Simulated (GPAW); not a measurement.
KTaO3:

```
Ta K O
1.0
     3.98830    0.00000    0.00000
     0.00000    3.98830    0.00000
     0.00000    0.00000    3.98830
Ta K O
1 1 3
Direct
  0.00000 0.00000 0.00000
  0.50000 0.50000 0.50000
  0.00000 0.00000 0.50000
  0.00000 0.50000 0.00000
  0.50000 0.00000 0.00000
```

Base run:

* Program: GPAW 26.7.0
* Functional: PBEsol
* Potentials or basis: PAW data sets generated in the run's folder for this functional
* Cutoff: 800 eV
* Basis: pw
* k mesh: 7 × 7 × 7
* Occupations: fermi-dirac, width 0.05 eV
* Spin: no spin polarisation
* Hubbard terms: Ta d U = 4 eV

Its results: band gap on the k mesh 2.90 eV, indirect (least direct gap 3.55 eV); pressure 3.2 GPa.

Problem. The run is repeated on the same cell with these changes: hubbard terms from Ta d U = 4 eV to none. What comes out?

Solution. Band gap on the k mesh 2.15 eV, indirect (least direct gap 2.72 eV); pressure -0.1 GPa.

The U term pushes filled and empty states of the shell apart.

Caveats: spin-orbit coupling is left out, which moves the levels of the heavy elements.

A k mesh can miss the band edges.
